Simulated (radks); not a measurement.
# The series with 21 electrons, Sc to Tc²²⁺

One table from this session's results is given with a row withheld; the runs are named, their logs left out.

Program: radks (a radial shooting solver on a logarithmic mesh, Libxc functionals) version 1. Level of theory: scalar-relativistic Kohn-Sham, PBE, spin-polarised, spherical densities, point nucleus; open shells are filled with parallel spins first. These are calculated values, not measurements, unless marked.

### The system

| Item | Value |
| --- | --- |
| electrons | 21 |
| ions | Sc, V²⁺, Mn⁴⁺, Co⁶⁺, Cu⁸⁺, Ga¹⁰⁺, As¹²⁺, Br¹⁴⁺, Rb¹⁶⁺, Nb²⁰⁺, Tc²²⁺ |
| configuration | [Ar] 3d1 4s2 |

Outer shells as boxes (Hund's rule):

[Ar] 3d1 4s2
```
[Ar] core
3d [↑ ][  ][  ][  ][  ]
4s [↑↓]
```

The first run:

The run's settings:

```text
Z 21
configuration [Ar] 3d1 4s2
relativity scalar-relativistic
functional pbe,pbe
spin polarised
nucleus point
c 137.035999084
```

Among the steps run: Sc; V²⁺; Mn⁴⁺; Co⁶⁺; Cu⁸⁺; Ga¹⁰⁺; As¹²⁺; Br¹⁴⁺; Rb¹⁶⁺; Nb²⁰⁺; Tc²²⁺.

One table of the session follows, with a row left open; its other results are not shown here.

| ion | E (hartree) | ε(3p down) (eV) | ε(4s up) (eV) | ε(4s down) (eV) | ε(3d up) (eV) |
| --- | --- | --- | --- | --- | --- |
| Sc | -764.06258 | -33.154 | -4.300 | -4.029 | -3.512 |
| V²⁺ | -947.69663 | -73.013 | -22.175 | -21.896 | -33.403 |
| Mn⁴⁺ | -1152.62254 | -127.63 | -48.533 | -48.209 | -78.499 |
| Co⁶⁺ | -1378.87227 | -195.44 | -82.509 | -82.132 | -136.95 |
| Cu⁸⁺ | -1626.54189 | -276.01 | -123.84 | -123.40 | -208.19 |
| Ga¹⁰⁺ | -1895.75803 | -369.20 | -172.41 | -171.92 | -291.99 |
| As¹²⁺ | ? | ? | ? | ? | ? |
| Br¹⁴⁺ | -2499.44207 | -593.19 | -291.14 | -290.54 | -496.73 |
| Rb¹⁶⁺ | -2834.26134 | -723.98 | -361.32 | -360.66 | -617.56 |
| Nb²⁰⁺ | -3570.86094 | -1023.3 | -523.43 | -522.66 | -895.96 |
| Tc²²⁺ | -3973.09535 | -1191.9 | -615.46 | -614.63 | -1053.5 |

Estimate the missing values for As¹²⁺.

**Answer.** E (hartree): -2186.66908; ε(3p down) (eV): -474.93; ε(4s up) (eV): -228.18; ε(4s down) (eV): -227.63; ε(3d up) (eV): -388.19. In the column «E (hartree)» it lies between Br¹⁴⁺ (-2499.44207) and Ga¹⁰⁺ (-1895.75803).

The configuration is held, so it need not be the ground state of every ion.
